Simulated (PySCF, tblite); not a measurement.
# C₃H₁₂OSi₂: geometry, infrared bands and NMR shifts

Aim: predict the infrared bands and NMR shifts of C₃H₁₂OSi₂ (`C[C@H](CO)[SiH2][SiH3]`).

Computed with tblite 0.8.0 and PySCF 2.14.0, with density-fitted response routines of our own, on a single molecule in the gas phase. Atoms are numbered from 0 throughout.

## 1. Starting geometry

18 atoms, charge 0, multiplicity 1; geometry from: force field or distance geometry start.

Bonds of the start (Å): C0–C1 1.54, C1–C2 1.52, C2–O3 1.42, C1–Si4 1.91, Si4–Si5 2.30, C0–H6 1.10, C0–H7 1.09, C0–H8 1.10, C1–H9 1.11, C2–H10 1.10, C2–H11 1.11, O3–H12 0.97, Si4–H13 1.50, Si4–H14 1.48, Si5–H15 1.49, Si5–H16 1.49, Si5–H17 1.48.

## 2. Relaxing the molecule with GFN2-xTB

What the job is given:

```
{"job": {"kind": "relax", "xc": "GFN2-xTB", "basis": "xTB"}, "charge": 0, "multiplicity": 1}
C     -1.131900    -1.972300    -0.020500
C     -0.545100    -0.568800     0.202000
C     -1.479400     0.482500    -0.363300
O     -1.151300     1.771600     0.146200
Si     1.241800    -0.453300    -0.458000
Si     2.294900     1.454500     0.274800
H     -2.131000    -2.042100     0.437500
H     -1.242800    -2.185100    -1.083700
H     -0.508600    -2.755500     0.423800
H     -0.463300    -0.419100     1.299800
H     -1.448300     0.525600    -1.462400
H     -2.526400     0.275200    -0.068200
H     -1.811300     2.398500    -0.177800
H      1.201600    -0.509900    -1.956700
H      1.991100    -1.643800    -0.001500
H      3.737200     1.404400    -0.085400
H      2.230600     1.564600     1.763900
H      1.733400     2.679400    -0.342100
```

Command:

```console
OMP_NUM_THREADS=1 python probes_run.py task.json out
```

This one command runs all jobs of the session in turn.

**Question.** This job is followed by: GFN2-xTB harmonic vibrations, gas phase; GIAO PBE0/pcSseg-1 NMR shielding, non-relativistic, gas phase. What will the session give for the following? strongest single infrared mode (GFN2-xTB); zero-point energy (GFN2-xTB); 13C shifts against TMS (PBE0/pcSseg-1); 1H shifts against TMS (PBE0/pcSseg-1, means over atoms taken as alike); 17O shifts against H2O (PBE0/pcSseg-1); 29Si shifts against TMS (PBE0/pcSseg-1); surface potential, 1st and 99th percentile.

**Answer**, as computed:

| quantity | value |
| --- | --- |
| strongest single infrared mode (GFN2-xTB) | 687 cm⁻¹, 591 km/mol |
| zero-point energy (GFN2-xTB) | 85.7 kcal/mol |
| 13C shifts against TMS (PBE0/pcSseg-1) | 73.7, 25.0, 16.8 ppm |
| 1H shifts against TMS (PBE0/pcSseg-1, means over atoms taken as alike) | 4.33, 3.68, 3.59, 3.50, 3.45, 1.53, 1.13, 0.93 ppm |
| 17O shifts against H2O (PBE0/pcSseg-1) | 51.7 ppm |
| 29Si shifts against TMS (PBE0/pcSseg-1) | -64.4, -116.1 ppm |
| surface potential, 1st and 99th percentile | -0.92 V and 2.11 V |

Over 100 steps the energy fell by 0.178 eV; of the close pairs, Si5–H16 changed most, 1.495 to 1.463 Å. The lowest mode is imaginary (20i cm⁻¹), so the xTB geometry is not a minimum. The strongest single mode, at 687 cm⁻¹, is carried by H14, H13, Si4. Unscaled tight-binding wavenumbers are off by several per cent, some by more. Its intensities can rank the bands wrongly. At PBE0/pcSseg-1: Shielding is most anisotropic at O3 (span 115 ppm, paramagnetic term -107 ppm).
